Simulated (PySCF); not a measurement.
# C2H3Cl3Si: the cost of one run

The runs use PySCF 2.14.0, with density-fitted response routines of our own; the level of theory stands in each step. All values are computed, except where a source is named. Atoms are numbered from 0 throughout.

## Step 1: The molecule as given

9 atoms, charge 0, multiplicity 1; geometry from: GFN2-xTB. The atoms were then displaced at random by about 0.01 Å, so the start is not that level's minimum.

Bonds of the start (Å): C0–C1 1.33, C1–Si2 1.90, Si2–Cl3 2.01, Si2–Cl4 2.01, Si2–Cl5 2.01, C0–H6 1.06, C0–H7 1.11, C1–H8 1.08.

## Step 2: Relaxing the molecule at PBE0-D3(BJ)/def2-TZVP

What the job is given:

```
{"job": {"xc": "PBE0", "basis": "def2-TZVP", "d3": "d3bj", "grid": 2, "shake": 0.01, "kind": "geom"}, "charge": 0, "multiplicity": 1}
C      1.574450     0.444910     0.060430
C      0.584150    -0.416820     0.271730
Si    -1.252120    -0.161530    -0.150550
Cl    -1.485540     1.652790    -0.993710
Cl    -2.334990    -0.289760     1.541770
Cl    -1.842060    -1.596190    -1.428730
H      2.590910     0.268810     0.315710
H      1.372090     1.435160    -0.398010
H      0.850920    -1.354530     0.747620
```

Launch:

```sh
> OMP_NUM_THREADS=1 python probes_run.py task.json out
```

The driver reads the jobs from task.json and runs them one after another.

**Question.** How long does this first job take on 1 thread of AMD EPYC 7R43, shared host, and how much memory does it need?

About 2.6 min, with a peak of 0.89 GiB.
